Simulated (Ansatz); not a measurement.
# CH7BGe (SMILES C[BH][GeH3]), step by step

Aim: a series of 14 runs (HF/STO-3G, UHF/STO-3G, HF/3-21G, UHF/3-21G, HF/6-31G*, B3LYP/6-31G*, MP2/6-31G*) of CH7BGe. 

Program for the calculation: Ansatz 0.2.0.

**1. The molecule**

CH7BGe has 10 atoms, charge 0, and is taken as a singlet. As SMILES, `C[BH][GeH3]`. Geometry: relaxed at PBE0-D4/def2-TZVP. The run starts from this shape.

Bond lengths: C1–B2 1.548 Å, B2–Ge3 2.066 Å, C1–H4 1.093 Å, C1–H5 1.106 Å, C1–H6 1.091 Å, B2–H7 1.200 Å, Ge3–H8 1.544 Å, Ge3–H9 1.542 Å, Ge3–H10 1.542 Å. Some angles: C1–B2–Ge3 123.5°, C1–B2–H7 119.3°, Ge3–B2–H7 117.1°, B2–C1–H4 114.7°, B2–C1–H5 102.9°, B2–C1–H6 116.2°, B2–Ge3–H8 109.4°, B2–Ge3–H9 113.8°, B2–Ge3–H10 112.1°, H4–C1–H5 105.3°.

**2. A structure relaxation at HF/STO-3G (start density atoms) (run 1)**

The input, run.yaml:

```yaml
crystal:
  periodic: [false, false, false]
  atoms:
    - {symbol: C, position_ang: [-1.211300, 0.848000, -0.579700]}
    - {symbol: B, position_ang: [-0.013900, -0.123000, -0.719700]}
    - {symbol: Ge, position_ang: [1.111300, -0.784600, 0.881600]}
    - {symbol: H, position_ang: [-1.972600, 0.748500, -1.357000]}
    - {symbol: H, position_ang: [-0.747300, 1.837300, -0.749600]}
    - {symbol: H, position_ang: [-1.677100, 0.898700, 0.405800]}
    - {symbol: H, position_ang: [0.326000, -0.481700, -1.813000]}
    - {symbol: H, position_ang: [0.918400, -2.307400, 1.048300]}
    - {symbol: H, position_ang: [0.729200, -0.128900, 2.224000]}
    - {symbol: H, position_ang: [2.620500, -0.558300, 0.662100]}
basis:
  gaussian: {orbitals: STO-3G}
output: {orbitals: {seedname: orbitals}}
relax: {f_tol: 0.002}
hamiltonian: {xc: hf}
total_charge: 0
```

Started as:

```console
$ ansatz run run.yaml --threads 1 --pin off --max-ram 3480MiB --events-out events.jsonl --progress --plain --runs-dir runs
```

The log of the run:

```text
Warning: RAYON_NUM_THREADS=1 ignored (pool sized by the plan → 1); use --threads N
The last accepted step is kept in runs//last_step.txt (removed where the run ends without a failure and the disk answers)
[... 205 lines left out ...]
Total energy: -57623.36569838 eV, -2117.6196308952 hartree
[... 10 lines left out ...]
Dipole moment:    -0.053117     0.049324    -0.041403 e Å
```

Wall time 11 s (1 thread of AMD EPYC 9R45 (Zen 5), shared host); peak memory 0.12 GiB.

Steps, from the record of the run:

| step | energy from the first frame kept (eV) | largest force (eV/Å) |
| --- | --- | --- |
| 1 | 0.0000 | 2.1494 |
| 3 | -0.4716 | 0.1233 |
| 5 | -0.4728 | 0.0139 |
| 7 | -0.4713 | 0.3205 |
| 9 | -0.4736 | 0.0323 |
| 11 | -0.4737 | 0.0056 |
| 13 | -0.4737 | 0.0502 |
| 15 | -0.4738 | 0.0260 |
| 17 | -0.4739 | 0.0063 |
| 19 | -0.4664 | 0.2654 |
| 21 | -0.4739 | 0.0305 |
| 23 | -0.4740 | 0.0048 |
| 25 | -0.4740 | 0.0155 |
| 27 | -0.4740 | 0.0105 |
| 29 | -0.4740 | 0.0071 |
| 31 | -0.4740 | 0.0021 |

After the run. Bond lengths: C1–B2 1.576 Å, B2–Ge3 2.011 Å, C1–H4 1.086 Å, C1–H5 1.088 Å, C1–H6 1.083 Å, B2–H7 1.164 Å, Ge3–H8 1.430 Å, Ge3–H9 1.431 Å, Ge3–H10 1.430 Å. Some angles: C1–B2–Ge3 125.3°, C1–B2–H7 115.8°, Ge3–B2–H7 118.9°, B2–C1–H4 110.7°, B2–C1–H5 108.3°, B2–C1–H6 115.0°, B2–Ge3–H8 109.8°, B2–Ge3–H9 112.2°, B2–Ge3–H10 110.1°, H4–C1–H5 106.2°.

**3. The harmonic vibrations at HF/STO-3G (start density atoms) (run 2)**

The input, run.yaml:

```yaml
crystal:
  periodic: [false, false, false]
  atoms:
    - {symbol: C, position_ang: [-1.155985, 0.900448, -0.566510]}
    - {symbol: B, position_ang: [0.049715, -0.109416, -0.668295]}
    - {symbol: Ge, position_ang: [1.094191, -0.833536, 0.889561]}
    - {symbol: H, position_ang: [-1.996514, 0.555239, -1.161428]}
    - {symbol: H, position_ang: [-0.845208, 1.848752, -1.000217]}
    - {symbol: H, position_ang: [-1.506190, 1.095976, 0.439757]}
    - {symbol: H, position_ang: [0.350056, -0.433338, -1.745223]}
    - {symbol: H, position_ang: [0.973730, -2.257284, 0.934691]}
    - {symbol: H, position_ang: [0.639454, -0.303608, 2.138555]}
    - {symbol: H, position_ang: [2.479951, -0.514634, 0.741909]}
basis:
  gaussian: {orbitals: STO-3G}
hamiltonian: {xc: hf}
phonons: {temperatures: {t_min: 298.15, t_max: 298.15, t_step: 1}}
```

Started as:

```console
$ ansatz run run.yaml --threads 1 --pin off --max-ram 3480MiB --events-out events.jsonl --progress --plain --runs-dir runs
```

The log of the run:

```text
Warning: RAYON_NUM_THREADS=1 ignored (pool sized by the plan → 1); use --threads N
[... 326 lines left out ...]
Total energy: -57623.36572655 eV, -2117.6196319307 hartree
[... 10 lines left out ...]
Dipole moment:    -0.053118     0.049324    -0.041403 e Å
Vibrations: 33.84 42.74 263.91 541.92 559.74 705.20 790.00 1023.38 1055.82 1066.16 1152.55 1165.30 1227.45 1404.52 1690.41 1824.67 1838.81 2407.12 2411.40 2473.43 3218.25 3544.78 3702.69 3744.61 cm⁻¹, zero-point energy 2.348798 eV
```

Wall time 15 s (1 thread of AMD EPYC 9R45 (Zen 5), shared host).

Runs 3 to 4 aren't shown in full; the table further down has their settings and results.

**4. A geometry optimisation at HF/3-21G (start density atoms) (run 5)**

The input, molecule.yaml:

```yaml
crystal:
  periodic: [false, false, false]
  atoms:
    - {symbol: C, position_ang: [-1.211300, 0.848000, -0.579700]}
    - {symbol: B, position_ang: [-0.013900, -0.123000, -0.719700]}
    - {symbol: Ge, position_ang: [1.111300, -0.784600, 0.881600]}
    - {symbol: H, position_ang: [-1.972600, 0.748500, -1.357000]}
    - {symbol: H, position_ang: [-0.747300, 1.837300, -0.749600]}
    - {symbol: H, position_ang: [-1.677100, 0.898700, 0.405800]}
    - {symbol: H, position_ang: [0.326000, -0.481700, -1.813000]}
    - {symbol: H, position_ang: [0.918400, -2.307400, 1.048300]}
    - {symbol: H, position_ang: [0.729200, -0.128900, 2.224000]}
    - {symbol: H, position_ang: [2.620500, -0.558300, 0.662100]}
basis:
  gaussian: {orbitals: 3-21G.json}
hamiltonian: {xc: hf}
relax: {f_tol: 0.002}
output: {orbitals: {seedname: orbitals}}
```

The basis set 3-21G is read from a file made from the Basis Set Exchange's data (not shown).

Started as:

```console
$ ansatz run molecule.yaml --threads 1 --pin off --max-ram 3480MiB --events-out events.jsonl --progress --plain --runs-dir runs
```

The log of the run, cut to the lines that bear on the results:

```text
Warning: RAYON_NUM_THREADS=1 ignored (pool sized by the plan → 1); use --threads N
[... 1 set-up line as earlier in the session ...]
[... 172 lines left out ...]
Total energy: -58003.30504356 eV, -2131.5821442987 hartree
[... 10 lines left out ...]
Dipole moment:    -0.153406     0.129736    -0.139908 e Å
```

Wall time 9 s (1 thread of AMD EPYC 9R45 (Zen 5), shared host); peak memory 0.13 GiB.

The path in brief:

| step | energy from the first frame kept (eV) | largest force (eV/Å) |
| --- | --- | --- |
| 1 | 0.0000 | 0.7551 |
| 3 | -0.0265 | 0.1263 |
| 5 | -0.0277 | 0.0345 |
| 7 | -0.0282 | 0.0491 |
| 9 | -0.0283 | 0.0038 |
| 11 | -0.0282 | 0.0490 |
| 13 | -0.0284 | 0.0087 |
| 15 | -0.0284 | 0.0027 |
| 17 | -0.0284 | 0.0031 |
| 19 | -0.0284 | 0.0037 |
| 21 | -0.0284 | 0.0113 |
| 23 | -0.0284 | 0.0041 |
| 25 | -0.0284 | 0.0039 |
| 26 | -0.0284 | 0.0022 |

After the run. Bond lengths: C1–B2 1.574 Å, B2–Ge3 2.091 Å, C1–H4 1.089 Å, C1–H5 1.095 Å, C1–H6 1.084 Å, B2–H7 1.192 Å, Ge3–H8 1.547 Å, Ge3–H9 1.547 Å, Ge3–H10 1.546 Å. Some angles: C1–B2–Ge3 124.2°, C1–B2–H7 118.6°, Ge3–B2–H7 117.2°, B2–C1–H4 111.7°, B2–C1–H5 107.7°, B2–C1–H6 115.1°, B2–Ge3–H8 110.1°, B2–Ge3–H9 111.7°, B2–Ge3–H10 111.2°, H4–C1–H5 105.4°.

Runs 6 to 13 aren't shown in full; the table further down has their settings and results.

**5. Vibrational wavenumbers at MP2/6-31G(d) (Cartesian functions, start density atoms) (run 14)**

The input, run.yaml:

```yaml
crystal:
  periodic: [false, false, false]
  atoms:
    - {symbol: C, position_ang: [-1.218336, 0.852998, -0.580307]}
    - {symbol: B, position_ang: [0.016512, -0.093313, -0.722565]}
    - {symbol: Ge, position_ang: [1.123086, -0.790017, 0.885002]}
    - {symbol: H, position_ang: [-1.985888, 0.683176, -1.341080]}
    - {symbol: H, position_ang: [-0.817198, 1.861277, -0.780985]}
    - {symbol: H, position_ang: [-1.676211, 0.885655, 0.410135]}
    - {symbol: H, position_ang: [0.376443, -0.407460, -1.821294]}
    - {symbol: H, position_ang: [0.851290, -2.303271, 1.067798]}
    - {symbol: H, position_ang: [0.768704, -0.101051, 2.222132]}
    - {symbol: H, position_ang: [2.644796, -0.639394, 0.663964]}
basis:
  gaussian:
    orbitals: "6-31G*"
correlation:
  method: mp2
phonons:
  temperatures: {t_min: 298.15, t_max: 298.15, t_step: 1}
```

Started as:

```console
$ ansatz run run.yaml --threads 1 --pin off --max-ram 3480MiB --events-out events.jsonl --progress --plain --runs-dir runs
```

The log of the run:

```text
Warning: RAYON_NUM_THREADS=1 ignored (pool sized by the plan → 1); use --threads N
[... 41 lines left out ...]
11 core orbitals not correlated: weight in the atoms' cores, before any rotation towards them, 1.000 or more for the frozen orbitals, at most 0.000 for the correlated occupied ones
[... 209 lines left out ...]
11 core orbitals not correlated: weight in the atoms' cores, before any rotation towards them, 1.000 or more for the frozen orbitals, at most 0.000 for the correlated occupied ones
[... 210 lines left out ...]
Dipole moment:    -0.177965     0.159054    -0.134828 e Å
[... 1 line left out ...]
Checks for a lower state left out: cluster_reference
```

Run time: 74 s. Hardware: 1 thread of AMD EPYC 9R45 (Zen 5), shared host; peak memory 0.23 GiB.

**6. The series**

| run | level | task | walk f tol | partner | energy (Eh) | dipole moment (D) | wall time |
| --- | --- | --- | --- | --- | --- | --- | --- |
| 1 | HF/STO-3G (start density atoms) | optimise | 0.002 | base | -2117.619631 | 0.40 | 11 s |
| 2 | HF/STO-3G (start density atoms) | frequencies | – | base | -2117.619632 | 0.40 | 15 s |
| 3 | UHF/STO-3G (start density atoms) | energy | – | cation | -2117.305450 | – | 0.16 s |
| 4 | UHF/STO-3G (start density atoms) | optimise | – | cation | -2117.348224 | – | 3.3 s |
| 5 | HF/3-21G (start density atoms) | optimise | 0.002 | base | -2131.582144 | 1.18 | 9 s |
| 6 | HF/3-21G (start density atoms) | frequencies | – | base | -2131.582144 | 1.18 | 17 s |
| 7 | UHF/3-21G (start density atoms) | energy | – | cation | -2131.233112 | – | 0.34 s |
| 8 | UHF/3-21G (start density atoms) | optimise | – | cation | -2131.275033 | – | 9 s |
| 9 | HF/6-31G* (Cartesian functions, start density atoms) | optimise | 0.002 | base | -2141.672865 | 1.24 | 11 s |
| 10 | HF/6-31G* (Cartesian functions, start density atoms) | frequencies | – | base | -2141.672865 | 1.24 | 45 s |
| 11 | B3LYP/6-31G* (Cartesian functions, start density atoms) | optimise | 0.002 | base | -2143.911639 | 1.48 | 20 s |
| 12 | B3LYP/6-31G* (Cartesian functions, start density atoms) | frequencies | – | base | -2143.911639 | 1.48 | 65 s |
| 13 | MP2/6-31G* (Cartesian functions, start density atoms) | optimise | 0.002 | base | -2142.131374 | 1.32 | 32 s |
| 14 | MP2/6-31G* (Cartesian functions, start density atoms) | frequencies | – | base | -2142.131374 | 1.32 | 74 s |

**7. What came out**

```
                                                                          quantity           value
                                                  run 14, MP2/6-31G*: total energy  -2142.13137 Eh
                            run 14, MP2/6-31G*: dipole moment (correlated density)          1.32 D
                  run 14, MP2/6-31G*: correlation energy (11 core orbitals frozen)      -459.0 mEh
                                      run 14, MP2/6-31G*: largest force on an atom      0.001 eV/Å
                                    run 14, MP2/6-31G*: lowest harmonic wavenumber         41 cm⁻¹
                                   run 14, MP2/6-31G*: highest harmonic wavenumber       3211 cm⁻¹
                                             run 14, MP2/6-31G*: zero-point energy    191.7 kJ/mol
                     vertical ionisation energy (to the doublet cation), HF/STO-3G        8.549 eV
                      vertical ionisation energy (to the doublet cation), HF/3-21G        9.498 eV
adiabatic ionisation energy (to the doublet cation, no zero-point term), HF/STO-3G        7.385 eV
 adiabatic ionisation energy (to the doublet cation, no zero-point term), HF/3-21G        8.357 eV
```

At HF/STO-3G: the vertical ionisation energy comes to 8.55 eV (825 kJ/mol). In a minimal basis such a difference can be off by several eV, whatever the method. At HF/3-21G: the vertical ionisation energy comes to 9.50 eV (916 kJ/mol). At HF/STO-3G: the adiabatic ionisation energy (to the doublet cation, no zero-point term) is 7.39 eV (713 kJ/mol). At HF/3-21G: the adiabatic ionisation energy (to the doublet cation, no zero-point term) is 8.36 eV (806 kJ/mol). In runs 1, 2, 3, 4 the basis is minimal, so the values are rough. All runs together took 5.2 min, the longest 74 s.
